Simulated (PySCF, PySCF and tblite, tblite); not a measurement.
# C₅H₁₀AlF: a path driven as a shift of bonds, and NMR exchange, part 2 of 2

PySCF and tblite. Atoms count from 0. Earlier steps stand in the parts before.

### 11 Barriers, rates and exchange

What the job is given:

```
{"job": {"smiles": "C=C(F)[CH2][Al]([CH3])[CH3]", "charge": 0, "mult": 1, "motion": "shift", "what": "1,3-shift of an allyl metalloid", "atoms": [4, 3, 0], "drives": [{"terms": [["d", [4, 3], 1], ["d", [4, 0], -1]], "neg": true, "n": 14}], "study": "path", "level": {"kind": "nmr", "xc": "BHandHLYP", "basis": "pcSseg-1"}, "fields": [80, 200, 270], "first": 4, "seed": 696, "refine": {"xc": "PBE0", "basis": "def2-SVP"}, "kind": "path"}, "charge": 0, "multiplicity": 1}
C      2.810385     0.184445     0.113672
C      1.589417    -0.311348     0.086073
F      0.908812    -0.290525    -1.154286
C      0.656923    -0.809092     1.099598
Al    -0.885866     0.003774     0.011295
C     -2.165298    -1.346761    -0.689744
C     -0.952020     1.990802    -0.070244
H      3.373340     0.188596     1.027755
H      3.281198     0.583290    -0.766707
H      0.551825    -1.897706     0.983453
H      1.036185    -0.619461     2.101370
H     -1.728250    -2.026635    -1.428776
H     -3.034233    -0.884468    -1.167108
H     -2.555311    -1.981110     0.113909
H     -1.882303     2.400217     0.334767
H     -0.878282     2.370795    -1.095541
H     -0.133520     2.457218     0.490603
```

The log of the run:

```text
stationary points (kcal/mol above the start)
  n  kind          group   xTB      DFT    lowest mode
  0  minimum      C1       0.00     0.00      53.1
  1  saddle       C1       9.15     3.87    -133.8
  2  minimum      C1       0.00     0.00      50.6

GFN2-xTB energies: T/K, barrier G, reaction G (kcal/mol), k forward, k back (1/s)
 150.00     9.13    -0.01      0.156       0.15
 200.00     9.20    -0.01        371        358
 250.00     9.28    -0.02   4.02e+04   3.89e+04
 298.15     9.37    -0.02   8.41e+05   8.14e+05
 350.00     9.48    -0.02    8.8e+06   8.54e+06
 400.00     9.59    -0.02   4.79e+07   4.66e+07
 500.00     9.84    -0.03   5.23e+08    5.1e+08

BHandHLYP/pcSseg-1 + D3(BJ) energies: T/K, barrier G, reaction G (kcal/mol), k forward, k back (1/s)
 150.00     3.85    -0.01   7.63e+06   7.32e+06
 200.00     3.92    -0.02   2.17e+08   2.09e+08
 250.00     4.00    -0.02   1.65e+09   1.59e+09
 298.15     4.09    -0.02   6.21e+09   6.01e+09
 350.00     4.20    -0.02   1.74e+10   1.68e+10
 400.00     4.31    -0.02   3.66e+10   3.56e+10
 500.00     4.56    -0.03   1.06e+11   1.03e+11
```

Run time: 5.8 min. Hardware: 1 thread of Arm Neoverse V2, shared host; peak memory 0.86 GiB. This counts the whole study up to here.

Barriers by level (kcal/mol; entropies in cal/(mol K)). Zero-point and thermal terms come from xTB in every row. ΔG‡ leaves symmetry out; the rate counts one path; effective ΔG‡, where given, is the barrier that would give that rate by Eyring's equation alone:

```csv
level,ΔE‡,with zero-point,ΔH‡,ΔS‡,ΔG‡ (298 K),ΔE of reaction,k at 298 K (1/s),effective ΔG‡
GFN2-xTB,9.15,9.02,8.51,-2.9,9.37,0.00,8.4e+05,9.37
BHandHLYP/pcSseg-1 + D3(BJ),3.87,3.75,3.23,-2.9,4.09,0.00,6.2e+09,4.09
```

Sites that the driver pairs across this motion, and where their lines would merge (no couplings; faster rotations or exchange between molecules can average them sooner):

```csv
nucleus,sites: shielding (ppm),proton frequency (MHz),spread (Hz),coalescence (K),lines at 298 K
¹³C,C0: 92.8; C3: 163.8,80,1429,94,1
¹³C,C0: 92.8; C3: 163.8,200,3572,99,1
¹³C,C0: 92.8; C3: 163.8,270,4823,100,1
¹H,H8: 27.10; H9: 30.07,80,237,87,1
¹H,H8: 27.10; H9: 30.07,200,593,91,1
¹H,H8: 27.10; H9: 30.07,270,800,92,1
¹H,H7: 27.40; H10: 30.15,80,220,87,1
¹H,H7: 27.40; H10: 30.15,200,551,90,1
¹H,H7: 27.40; H10: 30.15,270,744,92,1
```

### 12 Shieldings, start: CAM-B3LYP/pcSseg-1

What the job is given:

```
{"job": {"kind": "nmr", "xc": "CAM-B3LYP", "basis": "pcSseg-1", "pop": false}, "charge": 0, "multiplicity": 1}
C      2.810385     0.184445     0.113672
C      1.589417    -0.311348     0.086073
F      0.908812    -0.290525    -1.154286
C      0.656923    -0.809092     1.099598
Al    -0.885866     0.003774     0.011295
C     -2.165298    -1.346761    -0.689744
C     -0.952020     1.990802    -0.070244
H      3.373340     0.188596     1.027755
H      3.281198     0.583290    -0.766707
H      0.551825    -1.897706     0.983453
H      1.036185    -0.619461     2.101370
H     -1.728250    -2.026635    -1.428776
H     -3.034233    -0.884468    -1.167108
H     -2.555311    -1.981110     0.113909
H     -1.882303     2.400217     0.334767
H     -0.878282     2.370795    -1.095541
H     -0.133520     2.457218     0.490603
```

The log of the run:

```text
coarse grid: 14344 points
cycle   1  E = -538.4969375491  dE =  6.195e-01  |g| = 6.268e-01  |ddm| = 3.502e+00
cycle   2  E = -538.5074930627  dE = -1.056e-02  |g| = 6.373e-01  |ddm| = 7.572e-01
cycle   3  E = -538.5844223116  dE = -7.693e-02  |g| = 7.967e-02  |ddm| = 3.897e-01
cycle   4  E = -538.5855159526  dE = -1.094e-03  |g| = 3.489e-02  |ddm| = 7.179e-02
cycle   5  E = -538.5857732627  dE = -2.573e-04  |g| = 5.065e-03  |ddm| = 2.925e-02
cycle   6  E = -538.5857791326  dE = -5.870e-06  |g| = 2.088e-03  |ddm| = 6.223e-03
final grid: 133256 points
cycle   7  E = -538.6435552791  dE = -2.691e-05  |g| = 6.261e-03  |ddm| = 1.469e-02
cycle   8  E = -538.6435527600  dE =  2.519e-06  |g| = 7.688e-03  |ddm| = 8.210e-03
cycle   9  E = -538.6435624911  dE = -9.731e-06  |g| = 6.374e-04  |ddm| = 4.460e-03
cycle  10  E = -538.6435625640  dE = -7.285e-08  |g| = 1.498e-04  |ddm| = 5.006e-04
cycle  11  E = -538.6435625697  dE = -5.760e-09  |g| = 2.904e-05  |ddm| = 1.544e-04
cycle  12  E = -538.6435625700  dE = -2.661e-10  |g| = 1.232e-05  |ddm| = 4.246e-05
converged SCF energy = -538.6435625700

GIAO shielding tensors (ppm)
atom      isotropic    diamagn.    paramagn.     s11        s22        s33       span
  0 C       91.500     255.531    -164.031     -8.268    126.651    156.118    164.386
  1 C       -7.666     257.986    -265.653   -115.809     30.665     62.145    177.954
  2 F      265.019     482.653    -217.634    196.516    275.962    322.578    126.062
  3 C      160.998     252.017     -91.019    141.477    157.627    183.891     42.415
  4 Al     331.177     796.892    -465.715    259.562    329.343    404.625    145.063
  5 C      192.988     249.957     -56.969    184.532    195.361    199.070     14.538
  6 C      196.238     250.810     -54.572    191.957    196.627    200.131      8.174
  7 H       27.315      30.499      -3.184     24.830     26.021     31.092      6.262
  8 H       27.022      30.936      -3.914     23.412     25.430     32.224      8.813
  9 H       29.908      30.992      -1.084     26.746     28.202     34.776      8.030
 10 H       30.012      31.871      -1.859     26.353     28.540     35.143      8.790
 11 H       31.785      30.676       1.109     27.430     29.466     38.459     11.028
 12 H       31.953      29.403       2.550     27.346     29.154     39.358     12.012
 13 H       31.995      29.764       2.231     27.911     29.131     38.943     11.032
 14 H       32.128      29.676       2.451     27.847     28.694     39.842     11.995
 15 H       31.891      30.871       1.020     27.713     29.014     38.946     11.233
 16 H       31.622      31.676      -0.054     26.646     30.051     38.167     11.521
```

It took 22 s on 1 thread of Arm Neoverse V2, shared host; peak memory 0.91 GiB.

This run: HOMO -8.19 eV, LUMO 0.91 eV; dipole 1.02 D.

### 13 Single-point energy, saddle of leg 1: CAM-B3LYP/pcSseg-1

What the job is given:

```
{"job": {"kind": "sp", "xc": "CAM-B3LYP", "basis": "pcSseg-1", "pop": false}, "charge": 0, "multiplicity": 1}
C      1.652025     0.121270    -0.687035
C      1.395350    -0.965147     0.161837
F      1.346577    -2.176619    -0.422016
C      0.732476    -0.844925     1.392671
Al    -0.506286     0.232015    -0.117006
C     -1.663822    -1.014327    -1.131981
C     -0.733544     2.073512     0.572305
H      2.083964     0.990295    -0.202484
H      2.129709    -0.114624    -1.628808
H      0.557396    -1.768338     1.928681
H      1.098151    -0.050160     2.034018
H     -1.098778    -1.561965    -1.894125
H     -2.488298    -0.508179    -1.641580
H     -2.113602    -1.771959    -0.480959
H     -1.638744     2.150715     1.179195
H     -0.854124     2.785598    -0.248134
H      0.101552     2.422837     1.185423
```

The log of the run:

```text
coarse grid: 14344 points
cycle   1  E = -538.4818288072  dE =  7.454e-01  |g| = 6.666e-01  |ddm| = 3.485e+00
cycle   2  E = -538.4827816909  dE = -9.529e-04  |g| = 7.215e-01  |ddm| = 8.462e-01
cycle   3  E = -538.5786573941  dE = -9.588e-02  |g| = 7.788e-02  |ddm| = 4.461e-01
cycle   4  E = -538.5796358163  dE = -9.784e-04  |g| = 3.504e-02  |ddm| = 6.927e-02
cycle   5  E = -538.5798759379  dE = -2.401e-04  |g| = 7.466e-03  |ddm| = 3.148e-02
cycle   6  E = -538.5798874424  dE = -1.150e-05  |g| = 2.219e-03  |ddm| = 7.975e-03
cycle   7  E = -538.5798886208  dE = -1.178e-06  |g| = 3.237e-04  |ddm| = 2.384e-03
final grid: 133256 points
cycle   8  E = -538.6363432239  dE = -2.613e-05  |g| = 4.963e-03  |ddm| = 1.335e-02
cycle   9  E = -538.6363429917  dE =  2.322e-07  |g| = 5.441e-03  |ddm| = 6.930e-03
cycle  10  E = -538.6363486608  dE = -5.669e-06  |g| = 6.701e-04  |ddm| = 3.434e-03
cycle  11  E = -538.6363487278  dE = -6.704e-08  |g| = 1.215e-04  |ddm| = 4.823e-04
cycle  12  E = -538.6363487309  dE = -3.040e-09  |g| = 2.584e-05  |ddm| = 1.312e-04
cycle  13  E = -538.6363487310  dE = -1.797e-10  |g| = 8.486e-06  |ddm| = 3.141e-05
converged SCF energy = -538.6363487310
```

Wall time 10 s (1 thread of Arm Neoverse V2, shared host); peak memory 0.71 GiB.

In short: HOMO -8.19 eV, LUMO 0.21 eV; dipole 1.05 D.

### 14 Second level: CAM-B3LYP/pcSseg-1 + D3(BJ)

What the job is given:

```
{"job": {"smiles": "C=C(F)[CH2][Al]([CH3])[CH3]", "charge": 0, "mult": 1, "motion": "shift", "what": "1,3-shift of an allyl metalloid", "atoms": [4, 3, 0], "drives": [{"terms": [["d", [4, 3], 1], ["d", [4, 0], -1]], "neg": true, "n": 14}], "study": "path", "level": {"kind": "nmr", "xc": "CAM-B3LYP", "basis": "pcSseg-1", "wide": true}, "fields": [80, 200, 270], "first": 4, "seed": 696, "refine": {"xc": "PBE0", "basis": "def2-SVP"}, "kind": "pathvar"}, "charge": 0, "multiplicity": 1}
C      2.810385     0.184445     0.113672
C      1.589417    -0.311348     0.086073
F      0.908812    -0.290525    -1.154286
C      0.656923    -0.809092     1.099598
Al    -0.885866     0.003774     0.011295
C     -2.165298    -1.346761    -0.689744
C     -0.952020     1.990802    -0.070244
H      3.373340     0.188596     1.027755
H      3.281198     0.583290    -0.766707
H      0.551825    -1.897706     0.983453
H      1.036185    -0.619461     2.101370
H     -1.728250    -2.026635    -1.428776
H     -3.034233    -0.884468    -1.167108
H     -2.555311    -1.981110     0.113909
H     -1.882303     2.400217     0.334767
H     -0.878282     2.370795    -1.095541
H     -0.133520     2.457218     0.490603
```

The log of the run:

```text
stationary points (kcal/mol above the start)
  n  kind          group   xTB      DFT    lowest mode
  0  minimum      C1       0.00     0.00      53.1
  1  saddle       C1       9.15     4.25    -133.8
  2  minimum      C1       0.00     0.00      50.6

GFN2-xTB energies: T/K, barrier G, reaction G (kcal/mol), k forward, k back (1/s)
 150.00     9.13    -0.01      0.156       0.15
 200.00     9.20    -0.01        371        358
 250.00     9.28    -0.02   4.02e+04   3.89e+04
 298.15     9.37    -0.02   8.41e+05   8.14e+05
 350.00     9.48    -0.02    8.8e+06   8.54e+06
 400.00     9.59    -0.02   4.79e+07   4.66e+07
 500.00     9.84    -0.03   5.23e+08    5.1e+08

BHandHLYP/pcSseg-1 + D3(BJ) energies: T/K, barrier G, reaction G (kcal/mol), k forward, k back (1/s)
 150.00     3.85    -0.01   7.63e+06   7.32e+06
 200.00     3.92    -0.02   2.17e+08   2.09e+08
 250.00     4.00    -0.02   1.65e+09   1.59e+09
 298.15     4.09    -0.02   6.21e+09   6.01e+09
 350.00     4.20    -0.02   1.74e+10   1.68e+10
 400.00     4.31    -0.02   3.66e+10   3.56e+10
 500.00     4.56    -0.03   1.06e+11   1.03e+11

CAM-B3LYP/pcSseg-1 + D3(BJ) energies: T/K, barrier G, reaction G (kcal/mol), k forward, k back (1/s)
 150.00     4.23    -0.01   2.17e+06   2.08e+06
 200.00     4.30    -0.02   8.44e+07   8.13e+07
 250.00     4.38    -0.02   7.76e+08   7.49e+08
 298.15     4.47    -0.02    3.3e+09   3.19e+09
 350.00     4.58    -0.02   1.01e+10   9.82e+09
 400.00     4.69    -0.02   2.29e+10   2.22e+10
 500.00     4.93    -0.03   7.26e+10   7.08e+10
```

Run time: 6.4 min. Hardware: 1 thread of Arm Neoverse V2, shared host; peak memory 0.91 GiB. This counts the runs that the step sums up.

Barriers by level (kcal/mol; entropies in cal/(mol K)). Zero-point and thermal terms come from xTB in every row. ΔG‡ leaves symmetry out; the rate counts one path; effective ΔG‡, where given, is the barrier that would give that rate by Eyring's equation alone:

```csv
level,ΔE‡,with zero-point,ΔH‡,ΔS‡,ΔG‡ (298 K),ΔE of reaction,k at 298 K (1/s),effective ΔG‡
GFN2-xTB,9.15,9.02,8.51,-2.9,9.37,0.00,8.4e+05,9.37
BHandHLYP/pcSseg-1 + D3(BJ),3.87,3.75,3.23,-2.9,4.09,0.00,6.2e+09,4.09
CAM-B3LYP/pcSseg-1 + D3(BJ),4.25,4.12,3.61,-2.9,4.47,0.00,3.3e+09,4.47
```

### 15 Outcome

What follows sums up all 2 parts.

```
                               quantity                              value
  barrier (BHandHLYP/pcSseg-1 + D3(BJ))   ΔE‡ 3.9, ΔG‡(298 K) 4.1 kcal/mol
                     barrier (GFN2-xTB)                   ΔE‡ 9.2 kcal/mol
                          rate at 298 K                        6.2e+09 s⁻¹
                        end of the path  the start, renumbered or mirrored
                  coalescence of ¹³C C0                   100 K at 270 MHz
stages that failed or stayed incomplete                                  2
```

**Reading.** DFT puts the top 3.9 kcal/mol above the start (xTB: 9.2); the rate from the DFT barrier is 6.2e+09 s⁻¹ at 298 K. An error of 1.4 kcal/mol changes that rate tenfold. The ¹³C lines of C0 and its partners, 4823 Hz apart at 270 MHz, merge at 100 K, so by this path alone the exchange at 298 K is fast for them; other paths were not followed. The DFT refinement failed, so xTB geometries stand. CAM-B3LYP/pcSseg-1 + D3(BJ) moves the barrier from 3.9 to 4.2 kcal/mol.
